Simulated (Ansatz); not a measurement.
**AlSn: how the settings move a single-point run**

How sensitive is a single-point run of AlSn to its settings? A reference run comes first, then one run with altered input.

Program: Ansatz 0.2.0. Level of theory: reference: DFT, PBEsol, all-electron LAPW, scalar-relativistic. These are calculated values, not measurements.

## (1) The structure to begin with

Symmetry: P-6m2, No. 187, hexagonal system. Conventional cell: a = 3.637 Å, b = 3.637 Å, c = 2.865 Å, α = 90.00°, β = 90.00°, γ = 120.00°. Around Al (site symmetry -6m2) lie 6 Sn at 2.54 Å and 2 Al at 2.86 Å. Sn (site symmetry -6m2) has 6 Al at 2.54 Å and 2 Sn at 2.86 Å as nearest neighbours.

Coordinates:

```cif
data_structure
_symmetry_space_group_name_H-M 'P 1'
_symmetry_Int_Tables_number 1
_cell_length_a 3.6366
_cell_length_b 3.6366
_cell_length_c 2.8645
_cell_angle_alpha 90.000
_cell_angle_beta 90.000
_cell_angle_gamma 120.000
_cell_volume 32.81
loop_
_atom_site_label
_atom_site_type_symbol
_atom_site_fract_x
_atom_site_fract_y
_atom_site_fract_z
_atom_site_occupancy
Al1 Al 0.00000 0.00000 0.00000 1
Sn1 Sn 0.33333 0.66667 0.50000 1
```

## (2) Baseline

Input file input.yaml:

```yaml
crystal:
  lattice:
    - [3.6365632526, 0.0, 0.0]
    - [-1.8182816263, 3.1493561592, 0.0]
    - [0.0, 0.0, 2.8645201868]
  atoms:
    - { symbol: Al, position: [0.0, 0.0, 0.0] }
    - { symbol: Sn, position: [0.3333333333, 0.6666666667, 0.5] }
kpoints:
  mp_grid: { grid: [10, 10, 11] }
  band_path:
    path:
      - [0.0, 0.0, 0.0]
      - [0.5, 0.0, 0.0]
      - [0.3333333333, 0.3333333333, 0.0]
      - [0.0, 0.0, 0.0]
      - [0.0, 0.0, 0.5]
      - [0.5, 0.0, 0.5]
      - [0.3333333333, 0.3333333333, 0.5]
      - [0.0, 0.0, 0.5]
      - [0.5, 0.0, 0.5]
    npoints: 6
scf:
  occupations: { method: fermi_dirac, width: 0.05 }
hamiltonian:
  xc: pbesol
  pseudopotentials: { kind: all_electron, lapw: { basis_error: 0.001 } }
output:
  forces: true
  stress: true
  eigenvalues: true
  populations: true
```

Launch:

```sh
$ ansatz run input.yaml --threads 1 --pin off --max-ram 2048MiB --backend cpu --events-out ev --progress --plain --runs-dir out
```

## (3) Changing settings: preconditioner local_kerker, mixing.algorithm msr1, mixing.beta 0.9, mixing.ndim 4

input.yaml, as its differences from that of step 2:

```diff
@@ -24,2 +24,3 @@
   occupations: { method: fermi_dirac, width: 0.05 }
+  mixing: { preconditioner: local_kerker, algorithm: msr1, beta: 0.9, ndim: 4 }
 hamiltonian:
```

Before running it: what results should come out? Wanted: for each run, ending; energy change; pressure; gap; force.

**Answer**, as computed:

| run | ending | energy change | pressure (GPa) | gap (eV) | force (eV/Å) | cycles | time |
| --- | --- | --- | --- | --- | --- | --- | --- |
| reference | converged | 0 | 52.0 | 0.00 | 0.00 | 6 | 20 s |
| 1: preconditioner local_kerker, mixing.algorithm msr1, mixing.beta 0.9, mixing.ndim 4 | converged | 0.0 meV/atom | 52.0 | 0.00 | 0.00 | 9 | 25 s |

Residual by cycle in the longest SCF loop of each run; runs are numbered as in the table. The quantity is the density residual dr2, in eV.

| cycle | reference | run 1 |
| --- | --- | --- |
| 1 | 0.173 | 0.173 |
| 2 | 0.105 | 0.0272 |
| 3 | 0.00292 | 0.00281 |
| 4 | 7.7e-5 | 4.0e-4 |
| 5 | 4.9e-7 | 4.2e-5 |
| 6 | 2.2e-8 | 7.1e-6 |
| 7 | - | 2.2e-7 |
| 8 | - | 5.0e-8 |
| 9 | - | 3.5e-9 |

**Reading.** Same state: the changed mixing leaves the energy within 0.5 meV/atom. Cost: 9 SCF cycles against 6. The structure is not at rest: the sound run finds 52 GPa, so these are no properties of the relaxed crystal. 
